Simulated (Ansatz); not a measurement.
# CH₆S₂Si: a ladder of functionals and wavefunction methods

An exercise on one series of results from a longer session: the logs are not shown, and one member is left open.

Program: Ansatz 0.2.0, Gaussian basis. Level of theory: functionals in def2-TZVPP, the program's frozen cores in correlated methods. These are calculated values, not measurements.

The runs, in order: LDA (SPW92), PBE-D4, revPBE-D4, BLYP-D4, r2SCAN-D4, B97M-V, PBE0-D4, B3LYP-D4, r2SCANh-D4, r2SCAN0-D4, HSE06-D4, BHLYP-D4, CAM-B3LYP-D4, LC-ωPBE, ωB97X-V, ωB97M-V, B2PLYP, PBE-QIDH; CCSD(T)/def2-SVP; CCSD(T)/def2-TZVPP; MP2/def2-QZVPP; extrapolation to the limit; RPA on PBE.

## The geometry

An earlier PBE0-D4 in a triple-zeta def2 set relaxation fixed the geometry.

10 atoms, charge 0, spin multiplicity 1.

Atoms are counted from 1 here; the program's logs count them from 0.

Bond lengths: C1–S2 1.815 Å, C1–H5 1.090 Å, C1–H6 1.089 Å, C1–H7 1.090 Å, S2–Si3 2.118 Å, Si3–S4 2.138 Å, Si3–H8 1.485 Å, Si3–H9 1.482 Å, S4–H10 1.344 Å. Angles: S2–C1–H5 110.6°, S2–C1–H6 106.8°, S2–C1–H7 110.9°, H5–C1–H6 109.3°, H5–C1–H7 110.1°, H6–C1–H7 109.1°, C1–S2–Si3 99.9°, S2–Si3–S4 113.7°, S2–Si3–H8 112.2°, S2–Si3–H9 104.7°, S4–Si3–H8 102.8°, S4–Si3–H9 112.3°, H8–Si3–H9 111.3°, Si3–S4–H10 94.4°.

The first run:

Input file in.yaml:

```yaml
crystal:
  periodic: [false, false, false]
  atoms:
    - {symbol: C, position_ang: [-1.171459, 1.130123, -0.534440]}
    - {symbol: S, position_ang: [-0.324444, 0.932522, 1.059125]}
    - {symbol: Si, position_ang: [0.501542, -1.000323, 0.797178]}
    - {symbol: S, position_ang: [1.797115, -1.158942, -0.895927]}
    - {symbol: H, position_ang: [-0.475494, 0.983400, -1.359901]}
    - {symbol: H, position_ang: [-1.553303, 2.149960, -0.563267]}
    - {symbol: H, position_ang: [-2.005408, 0.434020, -0.620648]}
    - {symbol: H, position_ang: [-0.537876, -2.021605, 0.512502]}
    - {symbol: H, position_ang: [1.203280, -1.286465, 2.071206]}
    - {symbol: H, position_ang: [2.649245, -0.213892, -0.462927]}
basis:
  gaussian: {orbitals: def2-TZVPP}
hamiltonian: {xc: lda}
output: {orbitals: {seedname: orbitals}}
```

Started as:

```console
> ansatz run in.yaml --threads 2 --pin off --events-out ev --progress --plain --max-ram 4352MiB
```

Steps of the session up to this table: LDA; PBE-D4 (GGA); revPBE-D4 (GGA); BLYP-D4 (GGA); r2SCAN-D4 (meta-GGA); B97M-V (meta-GGA); PBE0-D4 (hybrid); B3LYP-D4 (hybrid); r2SCANh-D4 (hybrid); r2SCAN0-D4 (hybrid); HSE06-D4 (hybrid); BHLYP-D4 (hybrid); CAM-B3LYP-D4 (range-separated); LC-ωPBE (range-separated); ωB97X-V (range-separated); ωB97M-V (range-separated); B2PLYP (double hybrid); PBE-QIDH (double hybrid).

One of the session's tables, all rows but one given; the rest of the session is left out.

It belongs to the step «Frontier levels by functional». 

```
  functional  HOMO (eV)  gap (eV)
 LDA (SPW92)      -5.98      4.89
      PBE-D4      -5.88      4.98
   revPBE-D4      -5.84      5.02
     BLYP-D4      -5.72      4.95
   r2SCAN-D4      -6.14      5.53
      B97M-V      -6.26      5.58
     PBE0-D4      -7.07      7.10
    B3LYP-D4      -6.83      6.64
  r2SCANh-D4      -6.58      6.30
  r2SCAN0-D4      -7.24      7.45
    HSE06-D4      -6.67      6.32
    BHLYP-D4      -8.13      9.14
CAM-B3LYP-D4      -8.37      9.47
     LC-ωPBE          ?         ?
     ωB97X-V      -9.40     11.55
     ωB97M-V      -9.23     11.13
```

Q: Estimate the row for LC-ωPBE from the others.

As computed: HOMO (eV): -9.75; gap (eV): 12.02. In the column «HOMO (eV)» it is the lowest.
